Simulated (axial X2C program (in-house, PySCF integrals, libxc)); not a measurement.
**FBe⁺: bond curves with and without spin–orbit coupling**

Aim: find the lowest determinant of FBe⁺, scan the bond at several levels and fit the constants, once spin-free and once with spin–orbit coupling.

Program: an in-house X2C program for linear molecules on PySCF integrals. Level of theory: all-electron X2C, F dyall-av3z, Be dyall-cv3z. These are calculated values, not measurements.

### Step 1. Input

task.json reads:

```json
{"zs": [9, 4], "q": 1, "bas": ["dyall-av3z", "dyall-cv3z"], "levels": ["PBE0", "HF", "PBEsol"], "cc": true, "r0": 1.66, "thr": -2.0, "nmax": 90, "npts": 10, "nst": 2, "ntry": 6}
```

Keys: zs atomic numbers; q charge; bas basis sets; levels methods (HF also brings MP2); cc coupled cluster on or off; r0 starting distance in Å; thr threshold in hartree for freezing inner shells (an s shell follows its p shell); nmax most natural virtual spinors; npts points asked for on the curve; nst determinants followed; ntry starts of the search.

Command:

```
> python so2c.py task.json out
```

Spin-free means the one-electron spin-free X2C Hamiltonian; two-component (2c) means X2C with spin–orbit coupling and atomic mean-field two-electron Coulomb and Gaunt terms. Basis: F dyall-av3z contracted to [7s6p3d2f], Be dyall-cv3z contracted to [8s8p3d1f]; Gaussian nuclei, density fitting. Masses: F 18.998 u, Be 9.012 u.

Notation: σ, π±, δ± give the projection m of an orbital's angular momentum (0, ±1, ±2), α and β its spin, Λ and M_S the sums; ω is the projection of a spinor's total angular momentum and Ω the sum. Logs are in hartree.

The results follow Hamiltonian by Hamiltonian and level by level.

### Step 2. Which state to follow

PBE0 moves the distance from 1.660 Å to 1.315 Å and compares determinants there.

Spin-free determinants:

```
ΔE (eV)           state                              open shells
   0.00  M_S = 0, Λ = 0                             closed shell
   7.02  M_S = 1, Λ = 1  beyond closed shells: σα, π+α, π+β, π-α
   7.06  M_S = 0, Λ = 1  beyond closed shells: σα, π+α, π+β, π-β
   8.20  M_S = 1, Λ = 0             beyond closed shells: 2 × σα
  22.57  M_S = 1, Λ = 0           beyond closed shells: π+α, π-α
```

Two-component determinants:

```tsv
ΔE (eV)	state	open shells
0.00	Ω = 0	closed shell
7.01	Ω = 2	excess of +ω over −ω: ω = 1/2, ω = 3/2
7.04	Ω = 1	excess of +ω over −ω: ω = -1/2, ω = 3/2
7.08	Ω = 1	excess of +ω over −ω: 2 × ω = 1/2
```

### Step 3. PBE0, spin-free

State followed: M_S = 0, Λ = 0 (closed shell). The scan is laid around 1.315 Å, a first estimate of the minimum, and this SCF restarts from the orbitals of the search.

Output at 1.315 Å:

```text
spin-free X2C-1e  PBE0
basis functions 108  fitting functions 523  grid points 4346
iter        total energy     max residual
   1       -114.298745269     8.50e-05
   2       -114.298745158     1.40e-04
   3       -114.298745333     1.74e-07
   4       -114.298745333     2.90e-08
converged
one-electron -184.10937870  Coulomb 68.34937660  exact exchange -3.16304336  xc functional -9.86268055  nuclear repulsion 14.48698068
```

Along the bond, energies from the lowest point:

```tsv
R (Å)	E (eV)	μ (D)	HOMO (eV)	LUMO (eV)	iterations
1.144	0.9593	6.51	-20.79	-10.78	9
1.197	0.4040	6.84	-20.31	-10.87	9
1.236	0.1606	7.09	-19.97	-10.94	9
1.276	0.0339	7.33	-19.65	-11.01	9
1.315	0.0000	7.58	-19.35	-11.09	4
1.361	0.0525	7.86	-19.01	-11.18	9
1.407	0.1816	8.14	-18.69	-11.27	9
1.466	0.4292	8.49	-18.31	-11.39	10
1.538	0.8171	8.92	-17.89	-11.54	10
1.644	1.4752	9.51	-17.34	-11.77	10
```

Dipoles are positive if Be is the positive end and refer to the centre of mass.

Outer orbitals at the reference distance:

```json
{"symmetry": "σα", "occupied": "yes", "ε (eV)": "-20.68", "atomic character": "86% F p, 6% Be p, 4% F s"}
{"symmetry": "π-α", "occupied": "yes", "ε (eV)": "-19.35", "atomic character": "83% F p, 9% Be p, 5% Be d"}
{"symmetry": "π+α", "occupied": "yes", "ε (eV)": "-19.35", "atomic character": "83% F p, 9% Be p, 5% Be d"}
{"symmetry": "σα", "occupied": "no", "ε (eV)": "-11.09", "atomic character": "54% Be s, 29% Be p, 9% F p"}
{"symmetry": "π+α", "occupied": "no", "ε (eV)": "-6.89", "atomic character": "76% Be p, 10% F p, 7% Be d"}
{"symmetry": "π-α", "occupied": "no", "ε (eV)": "-6.89", "atomic character": "76% Be p, 10% F p, 7% Be d"}
{"symmetry": "σα", "occupied": "no", "ε (eV)": "-3.85", "atomic character": "54% Be p, 22% Be s, 14% Be d"}
```

PBE0 fields in the half plane through the axis: z from -2.4 to 3.6 Å across, distance from the axis 0.15 to 2.25 Å upwards; F lies at z = 0 and Be at z = 1.315 Å; the ELF is damped to zero where the density is low.

log10 density (e/bohr³). Ten even steps from '0' (-7.18 ) to '9' (0.67 ):
```
011223333333333221100
112333444444443322110
123344555555544332210
223445566666554433211
233455667766655443221
234556777777665443211
334567788887776543210
334567899988997532110
```

ELF. Ten even steps from ' ' (0.00 ) to '@' (1.00 ):
```
                                          
                                          
                    ......                
            ....::::----::..              
          ..--==++++++++--..              
        ..--**########++                  
        ::++%%%%%%%%##::  ..              
        --**%%##::##%%  @@@@**            
```

Re = 1.312 Å, ωe = 1462 cm⁻¹, ωexe = 9.11 cm⁻¹, Be = 1.602 cm⁻¹, De = 5.97 eV, μ = 7.56 D.

### Step 4. HF, spin-free

Output at 1.315 Å:

```text
spin-free X2C-1e  HF
basis functions 108  fitting functions 523  grid points 4346
iter        total energy     max residual
   1       -113.925194862     3.36e-02
   2       -113.933625779     4.71e-03
   3       -113.933846568     2.90e-03
   4       -113.933903255     9.12e-04
   5       -113.933908547     2.32e-04
   6       -113.933908932     2.73e-05
   7       -113.933908943     5.02e-06
   8       -113.933908943     1.24e-06
converged
one-electron -184.27341252  Coulomb 68.56161876  exact exchange -12.70909586  xc functional 0.00000000  nuclear repulsion 14.48698068
```

Re = 1.300 Å, ωe = 1524 cm⁻¹, ωexe = 8.89 cm⁻¹, Be = 1.631 cm⁻¹, De = 4.11 eV, μ = 7.90 D.

### Step 5. PBEsol, spin-free

Output at 1.315 Å:

```text
spin-free X2C-1e  PBEsol
basis functions 108  fitting functions 523  grid points 4346
iter        total energy     max residual
   1       -113.910650825     3.22e-02
   2       -113.910766660     1.64e-02
   3       -113.908120998     2.33e-02
   4       -113.912679040     1.24e-03
   5       -113.912689855     1.31e-04
   6       -113.912689961     1.34e-05
   7       -113.912689963     3.94e-07
converged
one-electron -183.93914935  Coulomb 68.13696582  exact exchange 0.00000000  xc functional -12.59748711  nuclear repulsion 14.48698068
```

Re = 1.321 Å, ωe = 1421 cm⁻¹, ωexe = 9.19 cm⁻¹, Be = 1.58 cm⁻¹, De = 6.53 eV, μ = 7.42 D.

### Step 6. MP2 and beyond, spin-free

Correlated methods: 8 electrons correlated (frozen shells, counted by type: F 1 s; Be 1 s), 176 virtual spinors in MP2, 80 natural virtuals in coupled cluster.

Output of the correlated part at 1.315 Å:

```text
correlated 8  virtual 176  natural virtual 80  E(MP2) -0.291938287  MP2 remainder -0.002971936
iter   CCSD correlation   residual
   1     -0.280507412   8.11e-02
   2     -0.285775945   2.95e-02
   3     -0.287134087   8.51e-03
   4     -0.287059850   1.84e-03
   5     -0.287065679   4.62e-04
   6     -0.287063827   8.53e-05
   7     -0.287064508   2.10e-05
   8     -0.287064486   3.99e-06
   9     -0.287064448   9.03e-07
  10     -0.287064464   2.20e-07
(T) -0.008831146  T1 0.0180  D1 0.0239  max T2 0.040
```

T1 in the output is the amplitude norm over the root of the electron number; divide by √2 for the Lee–Taylor value.

MP2: Re = 1.325 Å, ωe = 1429 cm⁻¹, Be = 1.57 cm⁻¹, De = 6.30 eV.

CCSD: Re = 1.319 Å, ωe = 1454 cm⁻¹, ωexe = 8.92 cm⁻¹, Be = 1.586 cm⁻¹, De = 5.93 eV. T1 at Re = 0.013 (Lee–Taylor, the printed value over √2).

CCSD(T): Re = 1.322 Å, ωe = 1438 cm⁻¹, ωexe = 8.98 cm⁻¹, Be = 1.577 cm⁻¹, De = 6.05 eV. T1 at Re = 0.013 (Lee–Taylor, the printed value over √2).

### Step 7. The spin-free curves together

Energy (eV) of the followed determinant, spin-free, from each level's lowest point:

```tsv
R (Å)	PBE0	HF	MP2	CCSD	CCSD(T)	PBEsol
1.144	0.959	0.876	1.096	n/a	n/a	1.029
1.197	0.404	0.342	0.492	0.453	0.474	0.453
1.236	0.161	0.117	0.216	0.191	0.205	0.194
1.276	0.034	0.012	0.061	0.048	0.055	0.051
1.315	0.000	0.000	0.000	0.000	0.000	0.000
1.361	0.052	0.080	0.025	0.039	0.031	0.033
1.407	0.182	0.238	0.129	0.157	0.141	0.142
1.466	0.429	0.524	0.348	0.394	0.367	0.363
1.538	0.817	0.960	0.708	n/a	n/a	0.720
1.644	1.475	1.691	1.333	n/a	n/a	1.333
```

### Step 8. PBE0, 2c

State followed: Ω = 0 (closed shell). The scan is laid around 1.315 Å, a first estimate of the minimum, and this SCF restarts from the orbitals of the search.

The SCF at the reference distance of 1.315 Å:

```text
two-component X2C + atomic mean field  PBE0
basis functions 108  fitting functions 523  grid points 4346
iter        total energy     max residual
   1       -114.291456946     5.54e-06
   2       -114.291456946     5.84e-06
converged
one-electron -184.08881400  Coulomb 68.34208417  exact exchange -3.16274342  xc functional -9.86174823  nuclear repulsion 14.48698068  atomic mean-field constant -0.00721615
```

Along the bond, energies from the lowest point:

```tsv
R (Å)	E (eV)	μ (D)	HOMO (eV)	LUMO (eV)	iterations
1.144	0.9607	6.51	-20.77	-10.78	9
1.197	0.4048	6.84	-20.29	-10.87	9
1.236	0.1611	7.09	-19.95	-10.94	9
1.276	0.0342	7.33	-19.63	-11.01	9
1.315	0.0000	7.57	-19.33	-11.09	2
1.361	0.0523	7.86	-18.99	-11.18	9
1.407	0.1812	8.14	-18.67	-11.27	9
1.466	0.4286	8.49	-18.29	-11.39	10
1.538	0.8164	8.91	-17.87	-11.54	10
1.644	1.4744	9.51	-17.33	-11.77	10
```

Dipoles are positive if Be is the positive end and refer to the centre of mass.

Outer spinors at the reference distance:

```json
{"ω": "1/2", "occupied": "yes", "ε (eV)": "-20.68", "atomic character": "86% F p, 6% Be p, 4% F s", "λ mixture": "100% σ"}
{"ω": "1/2", "occupied": "yes", "ε (eV)": "-19.36", "atomic character": "83% F p, 9% Be p, 5% Be d", "λ mixture": "100% π"}
{"ω": "3/2", "occupied": "yes", "ε (eV)": "-19.33", "atomic character": "83% F p, 9% Be p, 5% Be d", "λ mixture": "100% π"}
{"ω": "1/2", "occupied": "no", "ε (eV)": "-11.09", "atomic character": "54% Be s, 29% Be p, 9% F p", "λ mixture": "100% σ"}
{"ω": "1/2", "occupied": "no", "ε (eV)": "-6.89", "atomic character": "76% Be p, 10% F p, 7% Be d", "λ mixture": "100% π"}
{"ω": "3/2", "occupied": "no", "ε (eV)": "-6.89", "atomic character": "76% Be p, 10% F p, 7% Be d", "λ mixture": "100% π"}
{"ω": "1/2", "occupied": "no", "ε (eV)": "-3.84", "atomic character": "54% Be p, 22% Be s, 14% Be d", "λ mixture": "100% σ"}
```

PBE0 fields in the half plane through the axis: z from -2.4 to 3.6 Å across, distance from the axis 0.15 to 2.25 Å upwards; F lies at z = 0 and Be at z = 1.315 Å; the ELF is damped to zero where the density is low.

log10 density (e/bohr³). Ten even steps from '0' (-7.12 ) to '9' (0.67 ):
```
011223333333333221100
112333444444443322110
123344455555544332210
223445566665554433211
233455667766655433211
234556777777665443211
234567788887776533210
334567899988997532110
```

ELF. Ten even steps from '0' (0.00 ) to '9' (1.00 ):
```
000000000000000000000
000000000000000000000
000000000111100000000
000000112233210000000
000001345555310000000
000013677775000000000
000025888872010000000
000036872780996000000
```

Re = 1.312 Å, ωe = 1462 cm⁻¹, ωexe = 9.11 cm⁻¹, Be = 1.602 cm⁻¹, De = 5.97 eV, μ = 7.56 D.

### Step 9. HF, 2c

The SCF at the reference distance of 1.315 Å:

```text
two-component X2C + atomic mean field  HF
basis functions 108  fitting functions 523  grid points 4346
iter        total energy     max residual
   1       -113.917938978     3.36e-02
   2       -113.926368424     4.71e-03
   3       -113.926589277     2.90e-03
   4       -113.926646099     9.12e-04
   5       -113.926651389     2.32e-04
   6       -113.926651774     2.73e-05
   7       -113.926651784     5.02e-06
   8       -113.926651785     1.24e-06
converged
one-electron -184.25292941  Coulomb 68.55441620  exact exchange -12.70790310  xc functional 0.00000000  nuclear repulsion 14.48698068  atomic mean-field constant -0.00721615
```

Re = 1.301 Å, ωe = 1524 cm⁻¹, ωexe = 8.88 cm⁻¹, Be = 1.63 cm⁻¹, De = 4.10 eV, μ = 7.90 D.

### Step 10. PBEsol, 2c

Output at 1.315 Å:

```text
two-component X2C + atomic mean field  PBEsol
basis functions 108  fitting functions 523  grid points 4346
iter        total energy     max residual
   1       -113.903383086     3.22e-02
   2       -113.903501963     1.64e-02
   3       -113.900857343     2.33e-02
   4       -113.905410262     1.24e-03
   5       -113.905421050     1.31e-04
   6       -113.905421156     1.34e-05
   7       -113.905421158     3.94e-07
converged
one-electron -183.91874978  Coulomb 68.12986206  exact exchange 0.00000000  xc functional -12.59629797  nuclear repulsion 14.48698068  atomic mean-field constant -0.00721615
```

Re = 1.321 Å, ωe = 1421 cm⁻¹, ωexe = 9.19 cm⁻¹, Be = 1.58 cm⁻¹, De = 6.53 eV, μ = 7.42 D.

### Step 11. Correlated methods, 2c

Correlated methods: 8 electrons correlated (frozen shells, counted by type: F 1 s; Be 1 s), 176 virtual spinors in MP2, 80 natural virtuals in coupled cluster.

Output of the correlated part at 1.315 Å:

```text
correlated 8  virtual 176  natural virtual 80  E(MP2) -0.291903595  MP2 remainder -0.002972454
iter   CCSD correlation   residual
   1     -0.280481946   8.11e-02
   2     -0.285748696   2.95e-02
   3     -0.287106450   8.51e-03
   4     -0.287032219   1.84e-03
   5     -0.287038051   4.62e-04
   6     -0.287036201   8.52e-05
   7     -0.287036882   2.09e-05
   8     -0.287036860   3.99e-06
   9     -0.287036822   9.03e-07
  10     -0.287036838   2.20e-07
(T) -0.008830045  T1 0.0179  D1 0.0239  max T2 0.040
```

MP2: Re = 1.326 Å, ωe = 1429 cm⁻¹, Be = 1.57 cm⁻¹, De = 6.29 eV.

CCSD: Re = 1.319 Å, ωe = 1454 cm⁻¹, ωexe = 8.92 cm⁻¹, Be = 1.586 cm⁻¹, De = 5.91 eV. T1 at Re = 0.013 (Lee–Taylor, the printed value over √2).

CCSD(T): Re = 1.323 Å, ωe = 1438 cm⁻¹, ωexe = 8.97 cm⁻¹, Be = 1.577 cm⁻¹, De = 6.03 eV. T1 at Re = 0.013 (Lee–Taylor, the printed value over √2).

### Step 12. The 2c curves together

Energy (eV) of the followed determinant, 2c, from each level's lowest point:

```tsv
R (Å)	PBE0	HF	MP2	CCSD	CCSD(T)	PBEsol
1.144	0.961	0.877	1.098	n/a	n/a	1.030
1.197	0.405	0.343	0.493	0.454	0.475	0.454
1.236	0.161	0.118	0.217	0.191	0.205	0.194
1.276	0.034	0.012	0.061	0.048	0.055	0.051
1.315	0.000	0.000	0.000	0.000	0.000	0.000
1.361	0.052	0.080	0.024	0.039	0.031	0.032
1.407	0.181	0.237	0.128	0.157	0.140	0.141
1.466	0.429	0.523	0.348	0.393	0.366	0.363
1.538	0.816	0.959	0.707	n/a	n/a	0.719
1.644	1.474	1.690	1.332	n/a	n/a	1.332
```

The whole job took 53 s on 1 thread of Intel Xeon Platinum 8488C (Sapphire Rapids), shared host.

### Step 13. What came out

Lowest determinant that the search found at its distance, spin-free: M_S = 0, Λ = 0 (closed shell).

Lowest determinant that the search found at its distance, 2c: Ω = 0 (closed shell).

```json
{"Hamiltonian": "spin-free", "level": "PBE0", "Re (Å)": "1.312", "ωe (cm⁻¹)": "1462", "De (eV)": "5.97", "μ (D)": "7.56"}
{"Hamiltonian": "spin-free", "level": "HF", "Re (Å)": "1.300", "ωe (cm⁻¹)": "1524", "De (eV)": "4.11", "μ (D)": "7.90"}
{"Hamiltonian": "spin-free", "level": "MP2", "Re (Å)": "1.325", "ωe (cm⁻¹)": "1429", "De (eV)": "6.30", "μ (D)": "n/a"}
{"Hamiltonian": "spin-free", "level": "CCSD", "Re (Å)": "1.319", "ωe (cm⁻¹)": "1454", "De (eV)": "5.93", "μ (D)": "n/a"}
{"Hamiltonian": "spin-free", "level": "CCSD(T)", "Re (Å)": "1.322", "ωe (cm⁻¹)": "1438", "De (eV)": "6.05", "μ (D)": "n/a"}
{"Hamiltonian": "spin-free", "level": "PBEsol", "Re (Å)": "1.321", "ωe (cm⁻¹)": "1421", "De (eV)": "6.53", "μ (D)": "7.42"}
{"Hamiltonian": "2c", "level": "PBE0", "Re (Å)": "1.312", "ωe (cm⁻¹)": "1462", "De (eV)": "5.97", "μ (D)": "7.56"}
{"Hamiltonian": "2c", "level": "HF", "Re (Å)": "1.301", "ωe (cm⁻¹)": "1524", "De (eV)": "4.10", "μ (D)": "7.90"}
{"Hamiltonian": "2c", "level": "MP2", "Re (Å)": "1.326", "ωe (cm⁻¹)": "1429", "De (eV)": "6.29", "μ (D)": "n/a"}
{"Hamiltonian": "2c", "level": "CCSD", "Re (Å)": "1.319", "ωe (cm⁻¹)": "1454", "De (eV)": "5.91", "μ (D)": "n/a"}
{"Hamiltonian": "2c", "level": "CCSD(T)", "Re (Å)": "1.323", "ωe (cm⁻¹)": "1438", "De (eV)": "6.03", "μ (D)": "n/a"}
{"Hamiltonian": "2c", "level": "PBEsol", "Re (Å)": "1.321", "ωe (cm⁻¹)": "1421", "De (eV)": "6.53", "μ (D)": "7.42"}
```

Dipoles are positive if Be is the positive end and refer to the centre of mass.

Time per point (s) on 1 thread of Intel Xeon Platinum 8488C (Sapphire Rapids), shared host (2c runs; CCSD comes with the CCSD(T) run); the times are rough: PBE0 0.18, HF 0.066, MP2 0.13, CCSD(T) 1.9, PBEsol 0.18.

At CCSD(T), going from spin-free to two-component changes Re by 0 mÅ, ωe by 0.0 %, which is small (part of it comes from the scalar share of the two-electron terms). De moves by -0.02 eV; both De rest on single-determinant atoms, which can miss part of an open shell's spin–orbit lowering.

De refers to F + Be+, each in the lowest determinant found, which need not be this curve's own limit. Each curve is one determinant whose occupation by symmetry is held fixed; it was picked as the lowest of a PBE0 search that is not exhaustive. Closed shells are restricted here (equal orbitals for both partners), which fails at long range if the bond breaks into open shells. Dissociation energies refer to the lowest single-determinant-based atoms at the same level and basis. CCSD and (T) use frozen natural virtuals with an MP2 correction for the truncation.
